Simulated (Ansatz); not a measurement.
# GdMg3: how the settings move a single-point run

Aim: see which settings change the result for GdMg3, by how much, and at what cost.

Method: reference: DFT, LDA, PAW with Ansatz's default frozen-core files, scalar-relativistic, in Ansatz 0.2.0.

## 1. The system as given

The structure is cubic, space group Fm-3m (No. 225). The conventional cell has a = 7.310 Å, b = 7.310 Å, c = 7.310 Å, α = 90.00°, β = 90.00°, γ = 90.00°. Gd (site symmetry m-3m) has 8 Mg at 3.17 Å as nearest neighbours. Mg (site symmetry m-3m) has 8 Mg at 3.17 Å as nearest neighbours. Mg (site symmetry -43m) has 4 Gd at 3.17 Å and 4 Mg at 3.17 Å as nearest neighbours.

As a file:

```
Gd Mg
1.0
     0.00000    3.65500    3.65500
     3.65500    0.00000    3.65500
     3.65500    3.65500    0.00000
Gd Mg
1 3
Direct
  0.00000 0.00000 0.00000
  0.50000 0.50000 0.50000
  0.25000 0.25000 0.25000
  0.75000 0.75000 0.75000
```

## 2. Reference

input.yaml

```yaml
crystal:
  lattice:
    - [0.0, 3.655, 3.655]
    - [3.655, 0.0, 3.655]
    - [3.655, 3.655, 0.0]
  atoms:
    - { symbol: Gd, position: [0.0, 0.0, 0.0], spin: 7.0, spin_axis: [1.0, 0.0, 0.0] }
    - { symbol: Mg, position: [0.5, 0.5, 0.5] }
    - { symbol: Mg, position: [0.25, 0.25, 0.25] }
    - { symbol: Mg, position: [0.75, 0.75, 0.75] }
magnetization:
  noncollinear: true
  spin_spiral: { q: [0.5, 0.5, 0.5] }
kpoints:
  mp_grid: { grid: [6, 6, 6], shift: [0.5, 0.5, 0.5] }
scf:
  occupations: { method: fermi_dirac, width: 0.03 }
hamiltonian:
  xc: lda
  pseudopotentials: { kind: paw }
output:
  eigenvalues: false
```

Launch:

```bash
$ ansatz run input.yaml --threads 2 --pin off --max-ram 6144MiB --backend cpu --events-out ev --progress --plain --runs-dir out
```

## 3. Changed: starting moments, lock_directions true

input.yaml, as its differences from that of step 2:

```diff
@@ -6,3 +6,3 @@
   atoms:
-    - { symbol: Gd, position: [0.0, 0.0, 0.0], spin: 7.0, spin_axis: [1.0, 0.0, 0.0] }
+    - { symbol: Gd, position: [0.0, 0.0, 0.0], spin: 7.0, spin_axis: [0.8660254, 0.0, 0.5] }
     - { symbol: Mg, position: [0.5, 0.5, 0.5] }
@@ -13,2 +13,3 @@
   spin_spiral: { q: [0.5, 0.5, 0.5] }
+  spin_locking: { lock_directions: true }
 kpoints:
```

What does the calculation give? Wanted: for each run, ending; energy change; abs. moment.

The runs gave:

| run | ending | energy change | abs. moment (μB) | cycles | time |
| --- | --- | --- | --- | --- | --- |
| reference | converged | 0 | 7.43 | 21 | 62 s |
| 1: starting moments, lock_directions true | converged | +1.3 meV/atom | 7.38 | 17 | 7.1 min |

Residual by cycle in the longest SCF loop of each run; runs are numbered as in the table. The quantity is the density residual dr2, in eV.

| cycle | reference | run 1 |
| --- | --- | --- |
| 1 | 0.457 | 0.46 |
| 3 | 0.767 | 11.5 |
| 4 | 0.452 | 1.11 |
| 6 | 0.086 | 0.69 |
| 8 | 0.0157 | 0.00216 |
| 9 | 0.00256 | 0.00266 |
| 11 | 7.2e-4 | 8.0e-5 |
| 12 | 1.4e-4 | 2.6e-5 |
| 14 | 1.3e-5 | 5.9e-7 |
| 16 | 3.8e-5 | - |
| 17 | 1.6e-5 | - |
| 19 | 1.1e-8 | - |

What this shows: Changing the spin start moves the energy by +1.3 meV/atom. The runs ended in different states; the reference is the lower. Cost: 17 SCF cycles against 21, 7.1 min against 62 s.
